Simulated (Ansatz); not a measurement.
Working through an equation of state with a fit of Mg₃Zn, space group Fm-3m

With Ansatz 0.2.0, Python API.

Typed at the interpreter:
```pycon
>>> import warnings
>>> import ansatz as az
>>> import numpy as np
>>> VECTORS = np.array([
...     [0.0, 3.43371, 3.43371],
...     [3.43371, 0.0, 3.43371],
...     [3.43371, 3.43371, 0.0],
... ])
>>> SITES = [
...     ('Mg', (0.5, 0.5, 0.5)),
...     ('Mg', (0.25, 0.25, 0.25)),
...     ('Mg', (0.75, 0.75, 0.75)),
...     ('Zn', (0.0, 0.0, 0.0)),
... ]
>>> def build(cell):
...     crystal = az.Crystal(lattice=az.Lattice.of(cell))
...     for symbol, position in SITES:
...         crystal = crystal.atom(symbol, position)
...     return crystal
...
>>> warnings.simplefilter('ignore', az.DeckWarning)
>>> # uniform scaling of the cell
>>> volumes, energies = [], []
>>> for scale in np.linspace(0.92, 1.08, 7):
...     cell = VECTORS * scale ** (1 / 3)
...     calculation = (
...         build(cell).calculation()
...         .functional('PBEsol')
...         .basis(17 * az.Ha)
...         .occupations(az.OccupationsMethod.GAUSSIAN, width=0.1)
...         .kpoints(6, 6, 6)
...     )
...     rep = calculation.run(threads=1, backend='cpu').report
...     volumes.append(abs(np.linalg.det(cell)) / len(SITES))
...     energies.append(rep['free_energy_ev'] / len(SITES))
...     print(f'V = {volumes[-1]:8.4f} A^3/atom  F = {energies[-1]:.5f} eV/atom')
...
V =  18.6230 A^3/atom  F = -2254.23957 eV/atom
V =  19.1628 A^3/atom  F = -2254.24493 eV/atom
V =  19.7026 A^3/atom  F = -2254.24574 eV/atom
V =  20.2423 A^3/atom  F = -2254.24266 eV/atom
V =  20.7821 A^3/atom  F = -2254.23629 eV/atom
V =  21.3219 A^3/atom  F = -2254.22719 eV/atom
V =  21.8617 A^3/atom  F = -2254.21577 eV/atom
>>> # third-order Birch-Murnaghan: a cubic in V^(-2/3)
>>> x = np.array(volumes) ** (-2 / 3)
>>> poly = np.polynomial.Polynomial.fit(x, energies, 3).convert()
>>> roots = poly.deriv().roots()
>>> x0 = min((r.real for r in roots if abs(r.imag) < 1e-9 and poly.deriv(2)(r.real) > 0), key=lambda r: abs(r - x.mean()))
>>> v0 = x0 ** -1.5
>>> b0 = 4 / 9 * poly.deriv(2)(x0) * v0 ** (-7 / 3) * 160.21766
>>> b1 = 4 + 2 / 3 * x0 * poly.deriv(3)(x0) / poly.deriv(2)(x0)
>>> print(f'V0 = {v0:.4f} A^3/atom, B0 = {b0:.1f} GPa, dB/dP = {b1:.2f}')
V0 = 19.5316 A^3/atom, B0 = 43.8 GPa, dB/dP = 5.14
```

A third-order Birch-Murnaghan fit through the 7 points has its minimum at 19.53 Å³ an atom, 3.5 % below the typed cell, with a bulk modulus of 44 GPa and dB/dP = 5.1. From that minimum the energy rises by 6.4 meV an atom on the compressed side and 30.2 meV on the expanded side.

What to keep in mind:
- Absolute energies stand on the zero of these potentials, so only differences at equal settings mean something.
- For a metal this k-point mesh is coarse: on a finer one energies can move by several to tens of meV an atom and pressures by half a GPa or more, differences at one mesh by less.
- This cell is a computed structure, which may not be the phase found in nature.
- The whole script took 20 s on 1 thread of Arm Neoverse N1, on a shared host, peak memory 0.4 GiB.

(Lines on the test bed's own set-up are left out of the output.)
